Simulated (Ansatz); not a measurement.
Geometry optimisation, DFT PBE, scalar-relativistic, plane waves, PAW (Ansatz 0.2.0).

Input file:

```yaml
crystal:
  lattice:
    - [0.0, 5.43, 5.43]
    - [5.43, 0.0, 5.43]
    - [5.43, 5.43, 0.0]
  atoms:
    - { symbol: Si, position: [0.0, 0.0, 0.0] }
    - { symbol: Si, position: [0.125, 0.125, 0.125] }
    - { symbol: Si, position: [0.0, 0.0, 0.5] }
    - { symbol: Si, position: [0.125, 0.125, 0.625] }
    - { symbol: Si, position: [0.0, 0.5, 0.0] }
    - { symbol: Si, position: [0.125, 0.625, 0.125] }
    - { symbol: Si, position: [0.0, 0.5, 0.5] }
    - { symbol: Si, position: [0.125, 0.625, 0.625] }
    - { symbol: Si, position: [0.5, 0.0, 0.0] }
    - { symbol: Si, position: [0.625, 0.125, 0.125] }
    - { symbol: Si, position: [0.5, 0.0, 0.5] }
    - { symbol: Si, position: [0.625, 0.125, 0.625] }
    - { symbol: Si, position: [0.5, 0.5, 0.0] }
    - { symbol: Si, position: [0.625, 0.625, 0.125] }
    - { symbol: Si, position: [0.5, 0.5, 0.5] }
    - { symbol: Si, position: [0.625, 0.625, 0.625] }
    - { symbol: Al, position: [0.8751646, 0.3789923, 0.3765148], spin: 1.0 }
magnetization:
  spin_polarized: true
basis:
  ecutwfc: 420.0
kpoints:
  mp_grid: { grid: [2, 2, 2] }
hamiltonian:
  xc: pbe
  pseudopotentials: { kind: paw, azcp: { folder: soft_1 } }
scf:
  occupations: { method: gaussian, width: 0.05 }
  lower_state_search: "off"
relax:
  f_tol: 0.03
  max_steps: 60
  adjacent_minimum: "off"
output:
  write_density: true
  write_potential: true
  elf: true
  volumetric_format: npy
```

Run as:

```bash
$ ansatz run input.yaml --threads 2 --pin off --max-ram 5120MiB --backend cpu --events-out ev --progress --plain --runs-dir out
```

Task: Where does it end, and by what steps?

Result: The run converged. Limits of this set-up: coarse k mesh. After 3 steps the energy has fallen by 0.326 eV; Si7 moved furthest, 0.09 Å.

```csv
step,energy less start (eV),largest force component (eV/Å),accepted
0,0.0000,1.113,yes
1,-0.2891,0.434,yes
2,-0.3232,0.093,yes
3,-0.3258,0.017,yes
```

```xyz
17
Lattice="0.0000 5.4300 5.4300 5.4300 0.0000 5.4300 5.4300 5.4300 0.0000" Properties=species:S:1:pos:R:3
Si 0.016 -0.014 -0.013
Si 1.344 1.358 1.359
Si 2.669 2.763 -0.046
Si 4.074 4.088 1.359
Si 2.669 -0.047 2.764
Si 4.074 1.358 4.088
Si 5.480 2.764 2.765
Si 6.790 4.073 4.074
Si 0.016 2.730 2.731
Si 1.359 4.073 4.074
Si 2.702 5.416 2.731
Si 4.074 6.788 4.059
Si 2.702 2.730 5.417
Si 4.074 4.058 6.789
Si 5.479 5.383 5.383
Si 6.804 6.788 6.789
Al 4.075 6.788 6.789
```

Whether the end is a true minimum wasn't checked by a vibrational analysis.

Time of the run: 40 s on 2 threads of Arm Neoverse V2 (shared host), peak memory 0.69 GiB.
